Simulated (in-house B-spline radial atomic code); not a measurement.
# Ir⁷³⁺: starting-point dependence of G0W0 and RPA

G0W0 and RPA are one-shot methods. How much does the choice of start matter for Ir⁷³⁺?

Method: RPA, second order, AC-SOSEX and G0W0 (contour deformation) on a scalar-relativistic mean field, all electrons; no spin-orbit coupling, Breit or QED terms, no two-electron picture change. Code: an in-house B-spline radial atomic code, version 1.

**1. What is computed**

- element: iridium (Z = 77)
- charge: +73
- electrons: 4
- configuration: [He] 2s2
- next ion, run as well: [He] 2s1
- Hamiltonian: scalar-relativistic (spin-free one-electron X2C), finite nucleus
- starts: Hartree-Fock, PBE, exchange-only LDA, HSE06

Outer shells as boxes (Hund's rule):

Ir73+
```
[He] core
2s [↑↓]
```

**2. Hartree-Fock start**

Input settings:

```ini
Z = 77
electrons = 4.0
configuration = [He] 2s2
hamiltonian = x2c
method = hf
lmax = 9
rms_radius = 5.4032
spin_polarised = False
box_radius = 1.59
intervals = 59
```

Run with:

```
$ python run_gw.py task.json out
```

task.json lists these runs, among others, and the program works through them in turn.

After this run come: PBE start; Exchange-only LDA start; HSE06 start.

Before running it: what results should come out? Wanted: highest level, mean field; highest level, G0W0; RPA correlation energy; RPA+SOSEX.

The runs gave:

| quantity | value |
| --- | --- |
| highest level, mean field (range over the runs) | -21232.2 to -21081.1 eV |
| highest level, G0W0 (range over the runs) | -21240.8 to -21239.8 eV |
| RPA correlation energy | -0.5365 to -0.4860 hartree |
| RPA+SOSEX | -0.2728 to -0.2476 hartree |
| tabulated theoretical ionisation energy (2s shell) | 21200 ± 90 eV (NIST Atomic Spectra Database, ionization energies) |
| G0W0 removal energy less that value | +39.8 to +40.8 eV |

What this shows: Across the starts the mean-field level varies by 151 eV and the G0W0 level by 1.1 eV (0.71 % as much). Semilocal starts leave the level too high; G0W0 lowers it by 138 to 160 eV. RPA gives the most correlation on exchange-only LDA and the least on Hartree-Fock (9.4 % apart); over the runs it loosely follows the gap of the start, as smaller excitation energies give more correlation. All G0W0 removal energies agree with the tabulated theoretical ionisation energy, 21200 ± 90 eV, within its uncertainty. Read as a removal energy, the bare PBE level is off by -97.4 eV (-0.46 %) and the nearest bare level, Hartree-Fock's, by +32.2 eV. As differences of total energies the mean miss over the starts is 32 eV for mean field, 39 eV for RPA, 37 eV for RPA+SOSEX. The reference's uncertainty exceeds the spread between them.
